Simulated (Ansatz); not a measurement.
# Cl₃H₂InS: small, medium and large basis sets

The task here is to estimate one member of a computed series from the others.

Program: Ansatz 0.2.0, Gaussian basis. Level of theory: one geometry, several basis sets. These are calculated values, not measurements.

The runs, in order: PBE0-D4/def2-SVP; ωB97M-V/def2-SVP; PBE0-D4/def2-QZVPP; ωB97M-V/def2-QZVPP; the functionals' def2-TZVPP values are taken from earlier runs.

## The relaxed structure

The geometry comes from an earlier relaxation with PBE0-D4 in a triple-zeta def2 set; it is a stationary point, not always the lowest conformer. In takes the def2 core potential; no spin-orbit term is included.

SMILES `[SH2+][In-]([Cl])([Cl])[Cl]`, 7 atoms, charge 0, spin multiplicity 1.

Atoms are counted from 1 here; the program's logs count them from 0.

Bond lengths: S1–In2 2.731 Å, S1–H6 1.346 Å, S1–H7 1.346 Å, In2–Cl3 2.312 Å, In2–Cl4 2.326 Å, In2–Cl5 2.326 Å. Angles: In2–S1–H6 91.4°, In2–S1–H7 91.3°, H6–S1–H7 93.0°, S1–In2–Cl3 102.0°, S1–In2–Cl4 95.5°, S1–In2–Cl5 95.4°, Cl3–In2–Cl4 118.8°, Cl3–In2–Cl5 118.7°, Cl4–In2–Cl5 117.2°.

The first run:

File in.yaml:

```yaml
crystal:
  periodic: [false, false, false]
  atoms:
    - {symbol: S, position_ang: [-0.773249, 0.742595, 1.311780]}
    - {symbol: In, position_ang: [0.776396, -0.604595, -0.489145]}
    - {symbol: Cl, position_ang: [2.462240, -1.439093, 0.854881]}
    - {symbol: Cl, position_ang: [-0.905600, -2.045076, -1.199522]}
    - {symbol: Cl, position_ang: [1.224599, 1.247354, -1.823165]}
    - {symbol: H, position_ang: [-1.895758, 0.210801, 0.792797]}
    - {symbol: H, position_ang: [-0.827428, 1.820214, 0.506774]}
basis:
  gaussian: {orbitals: def2-SVP}
hamiltonian: {xc: pbe0, dispersion: d4}
output: {orbitals: {seedname: orbitals}}
```

Started as:

```
$ ansatz run in.yaml --threads 4 --pin off --events-out ev --progress --plain --max-ram 10444MiB
```

Steps of the session up to this table: PBE0-D4 in def2-SVP; ωB97M-V in def2-SVP; PBE0-D4 in def2-QZVPP; ωB97M-V in def2-QZVPP.

One table of the session follows, with a row left open; its other results are not shown here.

It belongs to the step «Functionals by basis». 

```
functional       basis  HOMO (eV)  LUMO (eV)
   PBE0-D4    def2-SVP      -8.69      -1.88
   PBE0-D4  def2-TZVPP          ?          ?
   PBE0-D4  def2-QZVPP      -8.94      -2.13
   ωB97M-V    def2-SVP     -10.91       0.23
   ωB97M-V  def2-TZVPP     -11.20      -0.08
   ωB97M-V  def2-QZVPP     -11.25      -0.24
```

**Question.** Estimate the row for PBE0-D4, def2-TZVPP.

**Answer.** HOMO (eV): -8.91; LUMO (eV): -2.07. In the column «HOMO (eV)» it lies between PBE0-D4, def2-QZVPP (-8.94) and PBE0-D4, def2-SVP (-8.69).
